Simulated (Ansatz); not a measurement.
# Si2H6O2: up Jacob's ladder to CCSD(T)

One table from this session's results is given with a row withheld; the runs are named, their logs left out.

Method: functionals in def2-TZVPP, the program's frozen cores in correlated methods; program: Ansatz 0.2.0, Gaussian basis.

Plan: LDA (SPW92), PBE-D4, revPBE-D4, BLYP-D4, r2SCAN-D4, B97M-V, PBE0-D4, B3LYP-D4, r2SCANh-D4, r2SCAN0-D4, HSE06-D4, BHLYP-D4, CAM-B3LYP-D4, LC-ωPBE, ωB97X-V, ωB97M-V, B2PLYP, PBE-QIDH; CCSD(T)/def2-SVP; CCSD(T)/def2-TZVPP; CCSD(T)/def2-QZVPP; extrapolation to the limit; RPA on PBE.

## The geometry

An earlier PBE0-D4 in a triple-zeta def2 set relaxation fixed the geometry.

SMILES `O[SiH](O)[SiH3]`, 10 atoms, charge 0, spin multiplicity 1.

Atoms are counted from 1 here; the program's logs count them from 0.

Bond lengths: O1–Si2 1.648 Å, O1–H5 0.959 Å, Si2–O3 1.647 Å, Si2–Si4 2.344 Å, Si2–H6 1.486 Å, O3–H7 0.959 Å, Si4–H8 1.490 Å, Si4–H9 1.489 Å, Si4–H10 1.487 Å. Angles: Si2–O1–H5 117.5°, O1–Si2–O3 112.8°, O1–Si2–Si4 112.1°, O1–Si2–H6 103.0°, O3–Si2–Si4 104.5°, O3–Si2–H6 110.8°, Si4–Si2–H6 113.8°, Si2–O3–H7 117.7°, Si2–Si4–H8 109.9°, Si2–Si4–H9 110.0°, Si2–Si4–H10 111.3°, H8–Si4–H9 108.1°, H8–Si4–H10 108.7°, H9–Si4–H10 108.7°.

The first run:

in.yaml

```yaml
crystal:
  periodic: [false, false, false]
  atoms:
    - {symbol: O, position_ang: [-1.306346, 0.375004, -1.445556]}
    - {symbol: Si, position_ang: [0.054128, 0.590926, -0.541292]}
    - {symbol: O, position_ang: [1.408525, 0.006414, -1.274111]}
    - {symbol: Si, position_ang: [-0.050619, -0.556185, 1.499926]}
    - {symbol: H, position_ang: [-1.594785, -0.525513, -1.603378]}
    - {symbol: H, position_ang: [0.128660, 2.067927, -0.396837]}
    - {symbol: H, position_ang: [1.697698, 0.433463, -2.082877]}
    - {symbol: H, position_ang: [-0.270288, -2.009441, 1.254933]}
    - {symbol: H, position_ang: [-1.188479, -0.046151, 2.312887]}
    - {symbol: H, position_ang: [1.204707, -0.387644, 2.279204]}
basis:
  gaussian: {orbitals: def2-TZVPP}
hamiltonian: {xc: lda}
output: {orbitals: {seedname: orbitals}}
```

Started as:

```sh
$ ansatz run in.yaml --threads 2 --pin off --events-out ev --progress --plain --max-ram 22528MiB --backend cpu
```

Steps of the session up to this table: LDA; PBE-D4 (GGA); revPBE-D4 (GGA); BLYP-D4 (GGA); r2SCAN-D4 (meta-GGA); B97M-V (meta-GGA); B3LYP-D4 (hybrid); r2SCANh-D4 (hybrid); r2SCAN0-D4 (hybrid); HSE06-D4 (hybrid); BHLYP-D4 (hybrid); CAM-B3LYP-D4 (range-separated); LC-ωPBE (range-separated); ωB97X-V (range-separated); ωB97M-V (range-separated); B2PLYP (double hybrid); PBE-QIDH (double hybrid).

One table of the session follows, with a row left open; its other results are not shown here.

It belongs to the step «Frontier levels by functional». 

| functional | HOMO (eV) | gap (eV) |
| --- | --- | --- |
| LDA (SPW92) | -6.76 | 5.59 |
| PBE-D4 | -6.69 | 5.71 |
| revPBE-D4 | -6.65 | 5.76 |
| BLYP-D4 | -6.58 | 5.71 |
| r2SCAN-D4 | -6.96 | 6.33 |
| B97M-V | ? | ? |
| PBE0-D4 | -7.91 | 7.77 |
| B3LYP-D4 | -7.72 | 7.36 |
| r2SCANh-D4 | -7.41 | 7.07 |
| r2SCAN0-D4 | -8.09 | 8.16 |
| HSE06-D4 | -7.51 | 7.00 |
| BHLYP-D4 | -9.06 | 9.74 |
| CAM-B3LYP-D4 | -9.24 | 10.06 |
| LC-ωPBE | -10.53 | 12.54 |
| ωB97X-V | -10.22 | 12.07 |
| ωB97M-V | -9.99 | 11.50 |

Estimate the missing values for B97M-V.

The run gave: HOMO (eV): -7.08; gap (eV): 6.17. In the column «HOMO (eV)» it lies between r2SCANh-D4 (-7.41) and r2SCAN-D4 (-6.96).
